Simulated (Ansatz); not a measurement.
# BH3Br (doublet): the correlation ladder at distance Br1–H2 along a hydrogen transfer = 1.421 Å, cc-pVDZ

How much of the correlation energy of BH3Br (doublet) does each wave-function method recover here?

Computed with Ansatz 0.2.0, Gaussian basis. Level: cc-pVDZ, core rule «outside noble gas», up to 15 orbitals frozen.

Plan: UHF; CCSD(T) on ROHF; CCSD(T) on UHF; BCCD(T) on ROHF; CISD; CCSDT(Q) on ROHF; CCSDT(Q) on UHF; CASSCF and MRCISD+Q, 3 electrons in 3 orbitals; CASSCF and NEVPT2, 3 electrons in 3 orbitals; CASSCF and NEVPT2, 13 electrons in 11 orbitals.

8 further runs of the same task are left out: 2 for a mislabelled method, 6 that didn't finish.

## (1) The geometry

The geometry derives from fragments relaxed apart (PBE0/def2-TZVP) and kept rigid, so it is no stationary point. A hydrogen atom is moved between rigid fragments. No spin-orbit coupling is included. The filled d shell of Br may be among the frozen orbitals whatever the setting's name suggests; the logs give the count.

5 atoms, charge 0, spin multiplicity 2.

Atoms are counted from 1 here; the program's logs count them from 0.

Bond lengths: Br1–H2 1.421 Å, B3–H4 1.191 Å, B3–H5 1.191 Å. Angles: H4–B3–H5 129.4°.

## (2) UHF

Contents of in.yaml:

```yaml
crystal:
  periodic: [false, false, false]
  atoms:
    - {symbol: Br, position_ang: [-0.475320, 0.000000, 0.000000]}
    - {symbol: H, position_ang: [0.945280, 0.000000, 0.000000]}
    - {symbol: B, position_ang: [2.806680, 0.000000, 0.000000]}
    - {symbol: H, position_ang: [3.315753, 0.000000, 1.077008]}
    - {symbol: H, position_ang: [3.315753, 0.000000, -1.077008]}
basis:
  gaussian: {orbitals: cc-pVDZ}
magnetization: {spin_polarized: true, initial_magnetization: 1}
hamiltonian: {xc: hf}
output: {orbitals: {seedname: orbitals}}
```

Launch:

```sh
$ ansatz run in.yaml --threads 1 --pin off --events-out ev --progress --plain --max-ram 2393MiB
```

After this run come: CCSD(T) on ROHF; CCSD(T) on UHF; BCCD(T) on ROHF; CISD; CCSDT(Q) on ROHF; CCSDT(Q) on UHF; CASSCF and MRCISD+Q, 3 electrons in 3 orbitals; CASSCF and NEVPT2, 3 electrons in 3 orbitals; CASSCF and NEVPT2, 13 electrons in 11 orbitals.

Q: Predict the results of all the runs planned. Wanted: UCCSDT(Q) below the RHF energy; RMP2 from UCCSDT(Q); UMP2 from UCCSDT(Q); RCCSD from UCCSDT(Q); RCCSD(T) from UCCSDT(Q); UCCSD(T) from UCCSDT(Q); RCCSDT(Q) from UCCSDT(Q); NEVPT2 pair from UCCSDT(Q); MRCISD+Q pair from UCCSDT(Q).

**Answer**, as computed:

```
                         quantity                                                                  value
   UCCSDT(Q) below the RHF energy                                                             -6.5464 eV
              RMP2 from UCCSDT(Q)                                                          +102.7 kJ/mol
              UMP2 from UCCSDT(Q)                                                          +102.8 kJ/mol
             RCCSD from UCCSDT(Q)                                                           +12.9 kJ/mol
          RCCSD(T) from UCCSDT(Q)                                                            +2.5 kJ/mol
          UCCSD(T) from UCCSDT(Q)                                                            +2.5 kJ/mol
         RCCSDT(Q) from UCCSDT(Q)                                                             0.0 kJ/mol
       NEVPT2 pair from UCCSDT(Q)                                                          +101.1 kJ/mol
     MRCISD+Q pair from UCCSDT(Q)                                                            +2.6 kJ/mol
    NEVPT2 valence from UCCSDT(Q)                                                          +114.9 kJ/mol
levels within 1 kcal/mol (43 meV)  RCCSD(T), UCCSD(T), BCCD(T), RCCSDT, UCCSDT, RCCSDT(Q), MRCISD+Q pair
                    T1 diagnostic                                                                  0.015
   effectively unpaired electrons                                                                   1.01
```

What this shows: RCCSD(T) lands +2.5 kJ/mol from the yardstick (0.4 % of the correlation energy). One determinant dominates. Of the multireference levels listed MRCISD+Q pair comes nearest in total energy (+2.6 kJ/mol), which doesn't show that its space is the better one. These misses are within one basis, not against nature; the frozen cores of restricted and unrestricted runs differ, which can shift their rows.
